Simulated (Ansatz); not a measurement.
**Lanthanum, diamond under LDA: structure, energy and stiffness**

The plan for lanthanum in the diamond structure: relax it, solve it on a dense k-mesh, switch on spin-orbit coupling, then scale the cell to 7 volumes from 88 to 112 % of the relaxed one and try a fit of the equation of state. The k-meshes are 8×8×8 for the relaxation; 14×14×14 for the dense run; 8×8×8 for spin-orbit coupling; 10×10×10 for the volumes.

Program: Ansatz 0.2.0. Level of theory: DFT LDA (PW92), plane waves (420 eV) with PAW, scalar-relativistic; PAW files made under PBE, frozen cores solved again for the functional. These are calculated values, not measurements.

## 1. The structure to begin with

Symmetry: Fd-3m, No. 227, cubic system. Conventional cell: a = 7.393 Å, b = 7.393 Å, c = 7.393 Å, α = 90.00°, β = 90.00°, γ = 90.00°. Around La (site symmetry -43m) lie 4 La at 3.20 Å.

Structure file:

```
La
1.0
     0.00000    3.69654    3.69654
     3.69654    0.00000    3.69654
     3.69654    3.69654    0.00000
La
2
Direct
  0.12500 0.12500 0.12500
  0.87500 0.87500 0.87500
```

## 2. Relaxation of the cell

input.yaml

```yaml
crystal:
  lattice:
    - [0.0, 3.6965376151, 3.6965376151]
    - [3.6965376151, 0.0, 3.6965376151]
    - [3.6965376151, 3.6965376151, 0.0]
  atoms:
    - { symbol: La, position: [0.125, 0.125, 0.125] }
    - { symbol: La, position: [0.875, 0.875, 0.875] }
hamiltonian:
  xc: lda
  pseudopotentials:
    kind: paw
    azcp:
      La: "pseudopotentials/La.paw.azcp"
basis:
  ecutwfc: 420
  fft_grid_basis: typed
kpoints:
  mp_grid: { grid: [8, 8, 8], shift: [0, 0, 0] }
magnetization:
  spin_polarized: false
scf:
  occupations: { method: fermi_dirac, width: 0.1 }
relax:
  max_steps: 60
  f_tol: 0.01
  cell: {}
```

Further steps of the session: Dense single point; A two-component run at the same geometry; Volume × 0.88; Volume × 0.92; Volume × 0.96; Volume × 1.0; Volume × 1.04; Volume × 1.08; Volume × 1.12.

Before running it: what results should come out? Wanted: space group; conventional cell; volume; shortest distance; gap on the mesh; relative to dhcp; V₀, B₀, B₀′.

As calculated:

```
                      quantity                         value
space group (spins left aside)               Fd-3m (No. 227)
             conventional cell                   a = 6.517 Å
                        volume                34.598 Å³/atom
             shortest distance                       2.822 Å
               gap on the mesh  none (levels filled in part)
              relative to dhcp                 +879 meV/atom
                   V₀, B₀, B₀′   34.505 Å³/atom, 60 GPa, 5.5
```

**Reading.** From the guessed start the volume shrank by 31.5 % in 7 steps. Against the reference form of lanthanum (dhcp, computed apart with the same settings) it stands 879 meV/atom higher, so it is far from stable. No gap shows: it is a metal or semimetal at this level. The total energy of the spin-orbit run lies -5.1 eV/atom from the scalar one, but the two kinds of run don't share a zero of energy: only differences within one kind count. The fitted modulus is 60 GPa. The symmetry was held, so the structure may be unstable against distortions that break it.
